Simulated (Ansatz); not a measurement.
# B2H7PSi2: small, medium and large basis sets

Aim: see how fast density functionals converge with the basis set for B2H7PSi2.

The runs use Ansatz 0.2.0, Gaussian basis; one geometry, several basis sets.

The runs, in order: PBE0-D4/def2-SVP; ωB97M-V/def2-SVP; PBE0-D4/def2-QZVPP; ωB97M-V/def2-QZVPP; the functionals' def2-TZVPP values are taken from earlier runs.

**1. The geometry**

The geometry comes from an earlier relaxation with PBE0-D4 in a triple-zeta def2 set; it is a stationary point, not always the lowest conformer.

12 atoms, charge 0, spin multiplicity 1.

Atoms are counted from 1 here; the program's logs count them from 0.

Bond lengths: B1–P2 2.030 Å, B1–Si3 2.192 Å, B1–Si5 2.171 Å, B1–H6 1.315 Å, B1–H7 1.192 Å, P2–Si3 2.193 Å, P2–H8 1.424 Å, Si3–B4 1.891 Å, Si3–H9 1.494 Å, B4–Si5 1.923 Å, B4–H10 1.193 Å, Si5–H6 1.685 Å, Si5–H11 1.483 Å, Si5–H12 1.481 Å. Angles: P2–B1–Si3 62.5°, P2–B1–Si5 112.8°, P2–B1–H6 97.4°, P2–B1–H7 118.7°, Si3–B1–Si5 96.1°, Si3–B1–H6 133.3°, Si3–B1–H7 123.8°, Si5–B1–H6 50.9°, Si5–B1–H7 124.9°, H6–B1–H7 102.9°, B1–P2–Si3 62.4°, B1–P2–H8 92.6°, Si3–P2–H8 93.3°, B1–Si3–P2 55.1°, B1–Si3–B4 55.9°, B1–Si3–H9 116.0°, P2–Si3–B4 106.0°, P2–Si3–H9 112.2° and more.

Coordinates:

```
B    -0.22016    0.08966    0.85686
P    -1.89787   -0.98391    0.46714
Si    0.02608   -1.85230   -0.12866
B     1.21104   -0.39537   -0.34689
Si    0.42337    1.28941   -0.83402
H    -0.66723    1.25712    0.45003
H     0.07510    0.29814    1.99276
H    -2.09269   -0.34692   -0.79091
H     0.42907   -2.98911    0.75306
H     2.36703   -0.47690   -0.06381
H    -0.68352    1.48947   -1.80028
H     1.10668    2.56570   -0.52118
```

**2. PBE0-D4 in def2-SVP**

File in.yaml:

```yaml
crystal:
  periodic: [false, false, false]
  atoms:
    - {symbol: B, position_ang: [-0.220164, 0.089665, 0.856856]}
    - {symbol: P, position_ang: [-1.897870, -0.983910, 0.467135]}
    - {symbol: Si, position_ang: [0.026080, -1.852302, -0.128657]}
    - {symbol: B, position_ang: [1.211045, -0.395365, -0.346888]}
    - {symbol: Si, position_ang: [0.423367, 1.289411, -0.834022]}
    - {symbol: H, position_ang: [-0.667229, 1.257121, 0.450026]}
    - {symbol: H, position_ang: [0.075100, 0.298139, 1.992764]}
    - {symbol: H, position_ang: [-2.092693, -0.346917, -0.790911]}
    - {symbol: H, position_ang: [0.429073, -2.989107, 0.753062]}
    - {symbol: H, position_ang: [2.367031, -0.476904, -0.063811]}
    - {symbol: H, position_ang: [-0.683519, 1.489467, -1.800276]}
    - {symbol: H, position_ang: [1.106680, 2.565701, -0.521176]}
basis:
  gaussian: {orbitals: def2-SVP}
hamiltonian: {xc: pbe0, dispersion: d4}
output: {orbitals: {seedname: orbitals}}
```

After this run come: ωB97M-V in def2-SVP; PBE0-D4 in def2-QZVPP; ωB97M-V in def2-QZVPP.

Q: Predict the results of all the runs planned. Wanted: PBE0-D4: double and triple zeta above quadruple; ωB97M-V: double and triple zeta above quadruple.

**Answer**, as computed:

| quantity | value |
| --- | --- |
| PBE0-D4: double and triple zeta above quadruple | 11.05, 0.89 eV |
| ωB97M-V: double and triple zeta above quadruple | 11.12, 0.84 eV |

**Reading.** For PBE0-D4 the step from double to triple zeta gains 10.15 eV and the next only 0.89 eV. Total energies overstate the basis error of differences, where much of it tends to cancel.
